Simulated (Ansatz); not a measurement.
# BaTiO3: the cost of one run

Program: Ansatz 0.2.0. Level of theory: DFT LDA, scalar-relativistic. These are calculated values, not measurements.

**1. The starting structure**

It takes space group Pm-3m (No. 221, cubic). The conventional cell has a = 4.007 Å, b = 4.007 Å, c = 4.007 Å, α = 90.00°, β = 90.00°, γ = 90.00°. Ba (site symmetry m-3m) is surrounded by 12 O at 2.83 Å. Around Ti (site symmetry m-3m) lie 6 O at 2.00 Å. O (site symmetry 4/mmm) has 2 Ti at 2.00 Å and 4 Ba at 2.83 Å as nearest neighbours.

As a file:

```cif
data_structure
_symmetry_space_group_name_H-M 'Pm-3m'
_symmetry_Int_Tables_number 221
_cell_length_a 4.0073
_cell_length_b 4.0073
_cell_length_c 4.0073
_cell_angle_alpha 90.000
_cell_angle_beta 90.000
_cell_angle_gamma 90.000
_cell_volume 64.35
loop_
_atom_site_label
_atom_site_type_symbol
_atom_site_symmetry_multiplicity
_atom_site_Wyckoff_symbol
_atom_site_fract_x
_atom_site_fract_y
_atom_site_fract_z
_atom_site_occupancy
Ba1 Ba 1 b 0.50000 0.50000 0.50000 1
Ti1 Ti 1 a 0.00000 0.00000 0.00000 1
O1 O 3 d 0.50000 0.00000 0.00000 1
```

The file gives the conventional cell by its symmetry; the runs use the cell typed in the input.

Atoms are numbered in the order of the input: Ba1, Ti2, O3, O4, O5.

**2. After the deformation**

Space group Pm-3m before, P4/mmm after.

**3. Full-potential LAPW**

File input.yaml:

```yaml
crystal:
  lattice:
    - [4.127519, 0.0, 0.0]
    - [0.0, 4.127519, 0.0]
    - [0.0, 0.0, 4.0073]
  atoms:
    - { symbol: Ba, position: [0.5, 0.5, 0.5] }
    - { symbol: Ti, position: [0.0, 0.0, 0.0] }
    - { symbol: O, position: [0.5, 0.0, 0.0] }
    - { symbol: O, position: [0.0, 0.5, 0.0] }
    - { symbol: O, position: [0.0, 0.0, 0.5] }
kpoints:
  mp_grid: { grid: [8, 8, 8] }
  band_path:
    path:
      - [0.0, 0.0, 0.0]
      - [0.0, 0.5, 0.0]
      - [0.5, 0.5, 0.0]
      - [0.0, 0.0, 0.0]
      - [0.0, 0.0, 0.5]
      - [0.0, 0.5, 0.5]
      - [0.5, 0.5, 0.5]
      - [0.0, 0.0, 0.5]
      - [0.0, 0.5, 0.0]
    npoints: 5
scf:
  occupations: { method: fermi_dirac, width: 0.05 }
hamiltonian:
  xc: lda
  pseudopotentials: { kind: all_electron, lapw: { basis_error: 0.001 } }
output:
  forces: true
  stress: true
  eigenvalues: true
```

Launch:

```console
> ansatz run input.yaml --threads 2 --pin off --max-ram 8192MiB --backend cpu --events-out ev --progress --plain --runs-dir out
```

**Question.** How long does this run take on 2 threads of Arm Neoverse V1, shared host, and how much memory does it need?

About 89 s, with a peak of 0.96 GiB.
